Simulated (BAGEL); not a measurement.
# Si2H2F3 (SMILES F[Si](F)(F)[SiH2]) at ROHF/6-31G(d) (density fitting with qzvpp-jkfit, spherical functions)

Aim: the energy change on altering one bond length of Si2H2F3 at ROHF/6-31G* (density fitting with qzvpp-jkfit, spherical functions), from 2 runs. 

Program for the calculation: BAGEL 1.2.2.

1 further run of the same task is left out (set aside as unsound or not needed). Runs told in other sessions of the task aren't counted.

## (1) Starting point

The species is Si2H2F3 (7 atoms), meant as a doublet with charge 0. As SMILES, `F[Si](F)(F)[SiH2]`. The coordinates come from a PBE0-D4/def2-TZVP relaxation.

Bond lengths: F1–Si2 1.580 Å, Si2–F3 1.581 Å, Si2–F4 1.580 Å, Si2–Si5 2.311 Å, Si5–H6 1.484 Å, Si5–H7 1.484 Å. Angles: F1–Si2–F3 106.6°, F1–Si2–F4 107.6°, F1–Si2–Si5 110.4°, F3–Si2–F4 106.6°, F3–Si2–Si5 114.8°, F4–Si2–Si5 110.4°, Si2–Si5–H6 113.2°, Si2–Si5–H7 113.2°, H6–Si5–H7 112.2°.

## (2) The energy at ROHF/6-31G(d) (density fitting with qzvpp-jkfit, spherical functions)

job.json

```json
{ "bagel": [

{
  "title": "molecule",
  "basis": "6-31gs.json",
  "df_basis": "qzvpp-jkfit",
  "angstrom": true,
  "geometry": [
    { "atom": "F", "xyz": [    0.541000,   -1.122900,    1.740900 ] },
    { "atom": "Si", "xyz": [    0.348100,   -0.838500,    0.198300 ] },
    { "atom": "F", "xyz": [   -0.739700,   -1.863500,   -0.318400 ] },
    { "atom": "F", "xyz": [    1.701000,   -1.209700,   -0.529600 ] },
    { "atom": "Si", "xyz": [   -0.171300,    1.385900,   -0.152100 ] },
    { "atom": "H", "xyz": [   -1.367400,    1.832600,    0.604300 ] },
    { "atom": "H", "xyz": [   -0.250400,    1.748100,   -1.589000 ] }
  ]
},
{ "title": "rohf", "charge": 0, "nopen": 1 },
{ "title": "print", "file": "orbitals.molden", "orbitals": true }

]}
```

The basis set 6-31G* is read from a file made from the Basis Set Exchange's data (not shown).

Launch:

```bash
$ BAGEL_NUM_THREADS=1 BAGEL job.json > job.out
```

What it wrote:

```text
* using 1 threads per process

  ===============================================================
  ===============================================================

  *** Geometry ***

  { "atom" : "F", "xyz" : [      1.022342,     -2.121973,      3.289824 ] },
  { "atom" : "Si", "xyz" : [      0.657814,     -1.584535,      0.374733 ] },
  { "atom" : "F", "xyz" : [     -1.397830,     -3.521505,     -0.601689 ] },
  { "atom" : "F", "xyz" : [      3.214424,     -2.286002,     -1.000799 ] },
  { "atom" : "Si", "xyz" : [     -0.323710,      2.618971,     -0.287427 ] },
  { "atom" : "H", "xyz" : [     -2.584012,      3.463112,      1.141961 ] },
  { "atom" : "H", "xyz" : [     -0.473187,      3.303430,     -3.002775 ] },

  Number of auxiliary basis functions:      523

  Since a DF basis is specified, we compute 2- and 3-index integrals:
    o Being stored without compression. Storage requirement is 0.028 GB

  Number of basis functions:       82
  Number of electrons      :       57

    * METHOD: MOLECULE                             0.20

  *** Open-shell HF ***

  === Nuclear Repulsion ===
   305.6029194369

      * DIIS with orbital gradients will be used.

  === ROHF iteration (6-31gs.json) ===
      0       -877.15959552          0.04742747           0.12
      1       -877.36273589          0.03007351           0.12
      2       -877.43210719          0.01803947           0.12
      3       -877.47121131          0.00088890           0.12
      4       -877.47158315          0.00026059           0.12
      5       -877.47167393          0.00011322           0.12
      6       -877.47169283          0.00002192           0.12
      7       -877.47170994          0.00000872           0.12
      8       -877.47171211          0.00000376           0.12
      9       -877.47171243          0.00000094           0.12
     10       -877.47171265          0.00000038           0.12
     11       -877.47171271          0.00000020           0.12
     12       -877.47171272          0.00000007           0.12
     13       -877.47171273          0.00000002           0.12
     14       -877.47171273          0.00000001           0.12
    * SCF iteration converged.

    * S^2 (ROHF) is 0.7500

    * Permanent dipole moment:
           (    0.197195,    -0.808919,     0.131534) a.u.

    * METHOD: ROHF                                 1.94

    * METHOD: PRINT                                0.01

  ===============================================================
```

Run time: 2.3 s. Hardware: 1 thread of Intel Xeon 6975P-C (Granite Rapids), shared host; peak memory 0.13 GiB.

## (3) The distorted shape, same level

calc.json

```json
{ "bagel" : [

{
  "title" : "molecule",
  "basis" : "6-31gs.json",
  "df_basis" : "qzvpp-jkfit",
  "angstrom" : "true",
  "geometry" : [
    { "atom" : "F", "xyz" : [    0.338039,   -1.067213,    1.850099 ] },
    { "atom" : "Si", "xyz" : [    0.145139,   -0.782813,    0.307499 ] },
    { "atom" : "F", "xyz" : [   -0.942661,   -1.807813,   -0.209201 ] },
    { "atom" : "F", "xyz" : [    1.701000,   -1.209700,   -0.529600 ] },
    { "atom" : "Si", "xyz" : [   -0.374261,    1.441587,   -0.042901 ] },
    { "atom" : "H", "xyz" : [   -1.570361,    1.888287,    0.713499 ] },
    { "atom" : "H", "xyz" : [   -0.453361,    1.803787,   -1.479801 ] }
  ]
},
{
  "title" : "rohf",
  "nopen" : 1
},
{
  "title" : "print",
  "file" : "orbitals.molden",
  "orbitals" : "true"
}

]}
```

The basis set 6-31G* is read from a file made from the Basis Set Exchange's data (not shown).

Launch:

```bash
$ BAGEL_NUM_THREADS=1 BAGEL calc.json > calc.out
```

What it wrote:

```text
* using 1 threads per process

  ===============================================================
  ===============================================================

  *** Geometry ***

  { "atom" : "F", "xyz" : [      0.638801,     -2.016740,      3.496180 ] },
  { "atom" : "Si", "xyz" : [      0.274273,     -1.479302,      0.581089 ] },
  { "atom" : "F", "xyz" : [     -1.781371,     -3.416271,     -0.395333 ] },
  { "atom" : "F", "xyz" : [      3.214424,     -2.286002,     -1.000799 ] },
  { "atom" : "Si", "xyz" : [     -0.707251,      2.724205,     -0.081071 ] },
  { "atom" : "H", "xyz" : [     -2.967552,      3.568345,      1.348318 ] },
  { "atom" : "H", "xyz" : [     -0.856728,      3.408663,     -2.796419 ] },

  Number of auxiliary basis functions:      523

  Since a DF basis is specified, we compute 2- and 3-index integrals:
    o Being stored without compression. Storage requirement is 0.028 GB

  Number of basis functions:       82
  Number of electrons      :       57

    * METHOD: MOLECULE                             0.21

  *** Open-shell HF ***

  === Nuclear Repulsion ===
   296.5267314700

      * DIIS with orbital gradients will be used.

  === ROHF iteration (6-31gs.json) ===
      0       -877.09000090          0.04955383           0.13
      1       -877.30405129          0.03340543           0.12
      2       -877.38725299          0.02106414           0.12
      3       -877.44194842          0.00106131           0.12
      4       -877.44240153          0.00045148           0.12
      5       -877.44250892          0.00016996           0.12
      6       -877.44253247          0.00006035           0.12
      7       -877.44254426          0.00001651           0.12
      8       -877.44255073          0.00000518           0.12
      9       -877.44255241          0.00000185           0.12
     10       -877.44255275          0.00000057           0.12
     11       -877.44255293          0.00000028           0.12
     12       -877.44255295          0.00000009           0.12
     13       -877.44255295          0.00000004           0.12
     14       -877.44255296          0.00000002           0.12
     15       -877.44255296          0.00000001           0.12
    * SCF iteration converged.

    * S^2 (ROHF) is 0.7500

    * Permanent dipole moment:
           (    0.600364,    -1.016813,    -0.052839) a.u.

    * METHOD: ROHF                                 2.05

    * METHOD: PRINT                                0.01

  ===============================================================
```

It took 2.4 s on 1 thread of Intel Xeon 6975P-C (Granite Rapids), shared host; peak memory 0.13 GiB.

## (4) Results

Level: ROHF/6-31G* (density fitting with qzvpp-jkfit, spherical functions).

```
                                                          quantity          value
                                         first shape: total energy  -877.47171 Eh
                                        first shape: dipole moment         2.14 D
                                                 first shape: ⟨S²⟩          0.750
                                     distorted shape: total energy  -877.44255 Eh
                                    distorted shape: dipole moment         3.00 D
                                             distorted shape: ⟨S²⟩          0.750
energy change with the Si2–F4 bond stretched from 1.580 to 1.818 Å       0.793 eV
```

What this shows: With the Si2–F4 bond stretched from 1.580 to 1.818 Å the energy rises by 0.79 eV (18.3 kcal/mol). The first shape isn't relaxed at this level, so the change isn't measured from a minimum.
